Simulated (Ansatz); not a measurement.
Task: a check of forces and pressure against finite differences of Li₃Au (distorted cell), with Ansatz 0.2.0, Python API. Give the script and its output. Settings (first run): r2SCAN, PAW, cutoff 650 eV, 5×4×6 k-points, Fermi-Dirac smearing of 0.1 eV.

```
Li Au
1.0
    -2.01918    1.97445    3.77225
     2.08442   -2.09443    3.87097
     1.98773    2.06297   -3.83620
Li Au
3 1
Direct
  0.71489 0.25853 0.51412
  0.29418 0.76140 0.55477
  0.52250 0.51123 0.01644
  0.97501 0.96977 0.95784
```

`li3au_fdcheck.py`:
```python
# -*- coding: utf-8 -*-
"""Do the forces of Li3Au match the slope of the free energy, distorted."""

import warnings

import ansatz
import numpy as np

XC = "r2scan"
OCCUPATIONS = "Fermi-Dirac"
CUTOFF_EV = 650
KMESH = (5, 4, 6)
SCF_TOL = 1e-09

vectors0 = np.array([
    [-2.01918, 1.97445, 3.77225],
    [2.08442, -2.09443, 3.87097],
    [1.98773, 2.06297, -3.8362],
])
sites = [
    ("Li", (0.71489, 0.25853, 0.51412)),
    ("Li", (0.29418, 0.7614, 0.55477)),
    ("Li", (0.5225, 0.51123, 0.01644)),
    ("Au", (0.97501, 0.96977, 0.95784)),
]


def on_lattice(cell):
    crystal = ansatz.Crystal(lattice=ansatz.Lattice.of(cell))
    for symbol, position in sites:
        crystal = crystal.atom(symbol, position)
    return crystal

warnings.simplefilter("ignore", ansatz.DeckWarning)

def solve(crystal):
    return (
        crystal.calculation()
        .functional(XC)
        .occupations(OCCUPATIONS)
        .basis(CUTOFF_EV, xc_grid=2)
        .kpoints(*KMESH)
        .scf(tolerance=SCF_TOL)
        .forces()
        .stress()
        .run(threads=1)
    ).report


centre = solve(on_lattice(vectors0))
start = on_lattice(vectors0)
# move one atom both ways along a Cartesian axis
print(f"force on atom 0 along z: analytic {centre['forces_ev_ang'][0][2]:.4f} eV/A")
for h in (0.005, 0.02):
    shift = np.eye(3)[2] * h @ np.linalg.inv(vectors0)
    plus, minus = (solve(start.move(0, to=np.array(sites[0][1]) + sign * shift))["lagrangian_ev"] for sign in (1, -1))
    print(f"  step {h} A: numerical {-(plus - minus) / (2 * h):.4f} eV/A")
# P = -dF/dV; the difference feels the change of the plane-wave count with the cell
volume = abs(np.linalg.det(vectors0))
larger, smaller = (solve(on_lattice(vectors0 * (1 + sign * 0.005) ** (1 / 3)))["lagrangian_ev"] for sign in (1, -1))
numerical = -(larger - smaller) / (0.01 * volume) * 160.21766
print(f"pressure: analytic {np.trace(centre['stress_gpa']) / 3:.3f}, numerical {numerical:.3f} GPa")
```

Running `python li3au_fdcheck.py` prints:
```text
force on atom 0 along z: analytic 0.3450 eV/A
  step 0.005 A: numerical 0.3450 eV/A
  step 0.02 A: numerical 0.3450 eV/A
pressure: analytic 0.105, numerical 0.106 GPa
```

Caveats:
- For a metal this k-point mesh is coarse: on a finer one energies can move by several to tens of meV an atom and pressures by half a GPa or more, differences at one mesh by less.
- The program warned that this SCF threshold is loose for forces or stresses.
- Pressure is positive in compression.
- Spin-orbit coupling, which matters for elements this heavy, is left out.
- The cell is a database structure, distorted on purpose.
- The central difference errs as the square of the step, so the shorter step is the fairer test; what remains comes from the finite grid and the SCF threshold.
- The script silences the warnings on its input, which a real study should read.
- Hardware and time: 120 s on 1 thread of Arm Neoverse V2, with other jobs on the host, peak memory 0.51 GiB.
